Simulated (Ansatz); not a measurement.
# AlNi3B: the cost of one run

Method: DFT PBE, scalar-relativistic, plane waves, PAW, in Ansatz 0.2.0.

## 1. The structure to begin with

Symmetry: Pm-3m, No. 221, cubic system. The conventional cell has a = 3.781 Å, b = 3.781 Å, c = 3.781 Å, α = 90.00°, β = 90.00°, γ = 90.00°. Al (site symmetry m-3m) has 12 Ni at 2.67 Å as nearest neighbours. Ni (site symmetry 4/mmm) has 2 B at 1.89 Å as nearest neighbours. Around B (site symmetry m-3m) lie 6 Ni at 1.89 Å.

As a file:

```xyz
5
Lattice="3.7806 0.0000 0.0000 0.0000 3.7806 0.0000 0.0000 0.0000 3.7806" Properties=species:S:1:pos:R:3 pbc="T T T"
Al    1.8903    1.8903    1.8903
Ni    1.8903    0.0000    0.0000
Ni    0.0000    1.8903    0.0000
Ni    0.0000    0.0000    1.8903
B     0.0000    0.0000    0.0000
```

It was made, by the change told below, from a structure of the Materials Project.

## 2. Substitution of an element, cell strained: Fe → Ni, first probe

The structure above already holds this change against its source: Ni takes all sites of Fe, and lengths are scaled by 0.976 as a first guess of the size; strain xx, yy, zz, yz, xz, xy = +1.3, +1.3, +1.3, +0.0, +0.0, +0.0 %.

Input file input.yaml:

```yaml
crystal:
  lattice:
    - [3.7805815823, 0.0, 0.0]
    - [0.0, 3.7805815823, 0.0]
    - [0.0, 0.0, 3.7805815823]
  atoms:
    - { symbol: Al, position: [0.5, 0.5, 0.5] }
    - { symbol: Ni, position: [0.5, 0.0, 0.0], spin: 2.0 }
    - { symbol: Ni, position: [0.0, 0.5, 0.0], spin: 2.0 }
    - { symbol: Ni, position: [0.0, 0.0, 0.5], spin: 2.0 }
    - { symbol: B, position: [0.0, 0.0, 0.0] }
basis:
  ecutwfc: 420
kpoints:
  mp_grid: { grid: [6, 6, 6] }
hamiltonian:
  xc: pbe
scf:
  occupations: { method: gaussian, width: 0.1 }
  lower_state_search: "off"
output:
  forces: true
  stress: true
  eigenvalues: true
  populations: true
magnetization:
  spin_polarized: true
```

Started as:

```sh
ansatz run input.yaml --threads 1 --pin off --max-ram 2560MiB --backend cpu --events-out ev --progress --plain --runs-dir out
```

What time and memory should one allow on 1 thread of an x86-64 CPU, shared host?

About 15 s, with a peak of 0.39 GiB.
